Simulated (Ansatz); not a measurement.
# ClH5OW: the cost of one run

Program: Ansatz 0.2.0. Level of theory: RKS B3LYP-D4/def2-SVP. These are calculated values, not measurements.

## 1. The starting structure

Bond lengths: W1–Cl2 2.390 Å, W1–O3 1.940 Å, O3–H4 1.010 Å, W1–H5 1.720 Å, W1–H6 1.720 Å, W1–H7 1.720 Å, W1–H8 1.720 Å. Angles (14 of 16 angles, heavy atoms first): Cl2–W1–O3 90.0°, Cl2–W1–H5 90.0°, Cl2–W1–H6 90.0°, Cl2–W1–H7 90.0°, Cl2–W1–H8 180.0°, O3–W1–H5 90.0°, O3–W1–H6 180.0°, O3–W1–H7 90.0°, O3–W1–H8 90.0°, W1–O3–H4 109.5°, H5–W1–H6 90.0°, H5–W1–H7 180.0°, H5–W1–H8 90.0°, H6–W1–H7 90.0°.

Structure file:

```xyz
8

W     0.0000    0.0000    0.0000
Cl    0.0000    0.0000    2.3900
O     1.9400    0.0000    0.0000
H     2.2771   -0.9519   -0.0197
H     0.0000    1.7200    0.0000
H    -1.7200    0.0000    0.0000
H     0.0000   -1.7200    0.0000
H     0.0000    0.0000   -1.7200
```

## 2. Preparing the start

The input, input.yaml:

```yaml
crystal:
  periodic: [false, false, false]
  atoms:
    - { symbol: W, position_ang: [0.0, 0.0, 0.0] }
    - { symbol: Cl, position_ang: [0.0, 0.0, 2.39] }
    - { symbol: O, position_ang: [1.94, 0.0, 0.0] }
    - { symbol: H, position_ang: [2.2771, -0.9519, -0.0197] }
    - { symbol: H, position_ang: [0.0, 1.72, 0.0] }
    - { symbol: H, position_ang: [-1.72, 0.0, 0.0] }
    - { symbol: H, position_ang: [0.0, -1.72, 0.0] }
    - { symbol: H, position_ang: [0.0, 0.0, -1.72] }
basis:
  gaussian: { orbitals: def2-SVP }
hamiltonian:
  xc: b3lyp
  dispersion: d4
relax:
  f_tol: 0.02
  max_steps: 40
output:
  orbitals: {}
```

Launch:

```
$ ansatz run input.yaml --threads 1 --pin off --max-ram 2048MiB --backend cpu --events-out ev --progress --plain --runs-dir out
```

Q: Estimate wall time and peak memory on 1 thread of Arm Neoverse V2, shared host.

About 71 s, with a peak of 0.18 GiB.
